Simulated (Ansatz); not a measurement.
## CsO2, space group I4/mmm: a comparison of norm-conserving and PAW potentials, step by step

With Ansatz's Python interface.

Notebook, run cell by cell (the value of a cell's last expression is shown):

```python
from dataclasses import dataclass

import ansatz as az
import numpy as np
```

```python
@dataclass(frozen=True)
class RunConfig:
    kmesh: tuple[int, ...] = (9, 9, 9)
    occupations: str = "Fermi-Dirac"
```

```python
opts = RunConfig()
```

```python
def count_gap(report):
    # lowest empty less highest filled band, counting bands; zero where they overlap
    return max(report.get("gap_by_band_count_ev") or 0.0, 0.0)
```

```python
cso2 = (
    az.Lattice.from_parameters(4.477, 4.477, 7.35, alpha=90, beta=90, gamma=90)
    .space_group(139, hermann_mauguin="I4/mmm")
    .atom("Cs", (0.0, 0.0, 0.0))
    .atom("O", (0.0, 0.0, 0.4189))
    .primitive()
)
```

```python
calculation = (
    cso2.calculation()
    .functional(az.Functional.LDA)
    .kpoints(*opts.kmesh)  # the mesh must be finer for metals
    .occupations(opts.occupations)  # smearing steadies the SCF of a metal
    .stress()  # GPa
    .forces()  # eV per angstrom
    .band_table()  # levels at the mesh points
)
variants = {
    "PAW": calculation.pseudopotentials("paw"),
    "norm-conserving": calculation.pseudopotentials("nc"),
}
# totals differ by the cores that each treatment holds, so compare what does not depend on them
rows = []
for label, variant in variants.items():
    report = variant.run().report
    levels = np.array(report["eigenvalues_ev"][0]) - report["fermi_energy_ev"]
    print(label, "levels at the first k-point near E_F:", np.round(levels[np.abs(levels) < 5], 3))
    rows.append((label, report["n_electrons"], np.trace(report["stress_gpa"]) / 3, float(np.abs(report["forces_ev_ang"]).max()), count_gap(report)))
print("     treatment  electrons in bands           P GPa  max force component eV/A  gap by band count eV")
for row in rows:
    print(f"{str(row[0]):>14s}  {row[1]:18.1f}  {row[2]:14.3f}  {row[3]:24.4f}  {row[4]:20.3f}")
```

    DeckWarning: basis.ecutwfc = 420 eV, auto-derived from the records' recommended cutoffs: set by Cs (normal level)
    PAW levels at the first k-point near E_F: [-0.391 -0.391  2.567  3.979]
    DeckWarning: basis.ecutwfc = 1142.878222 eV, auto-derived from the records' recommended cutoffs: set by O (normal level)
    norm-conserving levels at the first k-point near E_F: [-0.39  -0.39   2.586  3.997]
         treatment  electrons in bands           P GPa  max force component eV/A  gap by band count eV
               PAW                21.0           3.144                    7.8336                 0.000
    norm-conserving                21.0           3.223                    7.9539                 0.000

PAW gives 3.144 GPa and norm-conserving 3.223 GPa, 0.08 GPa apart. They took 6.2 and 29.0 s of processor time.

The cell holds an odd number of electrons and is run without spin, so a magnetic state may lie lower. The computed bands are complete only to about 5.6 eV above the Fermi level. A gap by band count of zero or less means overlapping bands, a metal, and at an odd count of electrons it is no gap at all. The structure is a deposited one; some such entries were measured under pressure or heat, so a shift against it needn't be the functional's error alone. Gaps and levels are Kohn-Sham values on a finite set of k-points, without spin-orbit coupling. Warnings are shown shortened and without file and line. Stress is positive in compression. Run time: 36 s on 1 thread of Arm Neoverse V1 (shared host), peak memory 0.61 GiB.
